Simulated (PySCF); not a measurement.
# CH4OSe: magnetic properties

An exercise on one series of results from a longer session: the logs are not shown, and one member is left open.

Computed with PySCF 2.14.0 and routines of our own; the level stands in each step. Atoms count from 0.

## The starting structure

7 atoms, charge 0, multiplicity 1; geometry from: GFN2-xTB.

Set-up of the first run:

Job settings and geometry (Å):

```
{"job": {"xc": "PBE0", "basis": "def2-SVP", "d3": "d3bj", "grid": 1, "kind": "geom"}, "charge": 0, "multiplicity": 1}
C     -0.792641     0.104519    -0.070674
Se     1.017931     0.069714     0.702589
O      1.551628    -1.389656     0.350406
H     -1.170081     1.120694    -0.108588
H     -1.422614    -0.512907     0.568879
H     -0.734746    -0.340128    -1.062386
H      1.553857     0.952669    -0.407304
```

Run with:

```console
$ OMP_NUM_THREADS=1 python excited_run.py task.json out
```

One launch serves the whole session: the jobs run in the order shown.

Among the steps run: Geometry optimisation at PBE0-D3(BJ)/def2-SVP; Magnetic properties: GIAO mPW1PW91/pcSseg-2; Magnetic properties: GIAO LC-wPBE/pcSseg-2; Magnetic properties: GIAO BHandHLYP/pcSseg-2; Magnetic properties: GIAO OPBE/pcSseg-2; Magnetic properties: GIAO revPBE/pcSseg-2; Magnetic properties: GIAO PBE0/pcSseg-2.

One of the session's tables, all rows but one given; the rest of the session is left out.

It belongs to the step «Magnetic properties side by side». 

| level | gap (eV) |
| --- | --- |
| GIAO mPW1PW91/pcSseg-2 | ? |
| GIAO LC-wPBE/pcSseg-2 | 11.15 |
| GIAO BHandHLYP/pcSseg-2 | 8.49 |
| GIAO OPBE/pcSseg-2 | 4.38 |
| GIAO revPBE/pcSseg-2 | 4.29 |
| GIAO PBE0/pcSseg-2 | 6.48 |

Q: Estimate the row for GIAO mPW1PW91/pcSseg-2 from the others.

As computed: gap (eV): 6.49. In the column «gap (eV)» it lies between GIAO PBE0/pcSseg-2 (6.48) and GIAO BHandHLYP/pcSseg-2 (8.49).

Caveats from the session: Vibrational averaging and real surroundings are missing from these values.
